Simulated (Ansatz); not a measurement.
# AlGa (triplet): wave-function methods side by side, aug-cc-pVDZ

Aim: climb from Hartree-Fock through coupled cluster and multireference methods for AlGa (triplet) at one geometry and basis, and see what each rung misses.

The runs use Ansatz 0.2.0, Gaussian basis; aug-cc-pVDZ, core rule «outside noble gas», up to 19 orbitals frozen.

To be run: UHF; CCSD(T) on ROHF; CCSD(T) on UHF; BCCD(T) on ROHF; CISD; CCSDT(Q) on ROHF; CCSDT(Q) on UHF; CASSCF and MRCISD+Q, 6 electrons in 8 orbitals; CASSCF and NEVPT2, 6 electrons in 8 orbitals.

15 further runs of the same task are left out: 3 for a known fault of the program, 5 that didn't finish, 7 set aside as unsound or not needed.

### Step 1. The geometry

The geometry is a PBE0/def2-TZVP stationary point (not a proven minimum) of the parent state, kept for this charge and spin. No spin-orbit coupling is included. The filled d shell of Ga may be among the frozen orbitals whatever the setting's name suggests; the logs give the count.

2 atoms, charge 0, spin multiplicity 3.

Atoms are counted from 1 here; the program's logs count them from 0.

No contacts short enough for the rule that draws bonds.

### Step 2. UHF

in.yaml reads:

```yaml
crystal:
  periodic: [false, false, false]
  atoms:
    - {symbol: Al, position_ang: [0.000000, 0.000000, 0.000000]}
    - {symbol: Ga, position_ang: [0.000000, 0.000000, 3.240300]}
basis:
  gaussian: {orbitals: aug-cc-pVDZ}
magnetization: {spin_polarized: true, initial_magnetization: 2}
hamiltonian: {xc: hf}
output: {orbitals: {seedname: orbitals}}
```

Launch:

```
ansatz run in.yaml --threads 1 --pin off --events-out ev --progress --plain --max-ram 2393MiB
```

The runs that follow: CCSD(T) on ROHF; CCSD(T) on UHF; BCCD(T) on ROHF; CISD; CCSDT(Q) on ROHF; CCSDT(Q) on UHF; CASSCF and MRCISD+Q, 6 electrons in 8 orbitals; CASSCF and NEVPT2, 6 electrons in 8 orbitals.

Q: Predict the results of all the runs planned. Wanted: UCCSDT(Q) below the RHF energy; RMP2 from UCCSDT(Q); UMP2 from UCCSDT(Q); RCCSD from UCCSDT(Q); RCCSD(T) from UCCSDT(Q); UCCSD(T) from UCCSDT(Q); RCCSDT(Q) from UCCSDT(Q); NEVPT2 valence from UCCSDT(Q); MRCISD+Q valence from UCCSDT(Q).

**Answer**, as computed:

```
                         quantity                                        value
   UCCSDT(Q) below the RHF energy                                   -3.1754 eV
              RMP2 from UCCSDT(Q)                              +22.87 kcal/mol
              UMP2 from UCCSDT(Q)                              +23.60 kcal/mol
             RCCSD from UCCSDT(Q)                               +4.31 kcal/mol
          RCCSD(T) from UCCSDT(Q)                               +1.37 kcal/mol
          UCCSD(T) from UCCSDT(Q)                               +1.33 kcal/mol
         RCCSDT(Q) from UCCSDT(Q)                               +0.06 kcal/mol
    NEVPT2 valence from UCCSDT(Q)                              +10.27 kcal/mol
  MRCISD+Q valence from UCCSDT(Q)                               -0.51 kcal/mol
levels within 1 kcal/mol (43 meV)  RCCSDT, UCCSDT, RCCSDT(Q), MRCISD+Q valence
                    T1 diagnostic                                        0.030
   effectively unpaired electrons                                         2.08
```

RCCSD(T) misses by +1.37 kcal/mol, 1.9 % of the correlation energy. One determinant dominates. Of the multireference levels listed MRCISD+Q valence comes nearest in total energy (-0.51 kcal/mol), which doesn't show that its space is the better one. These misses are within one basis, not against nature; the frozen cores of restricted and unrestricted runs differ, which can shift their rows.
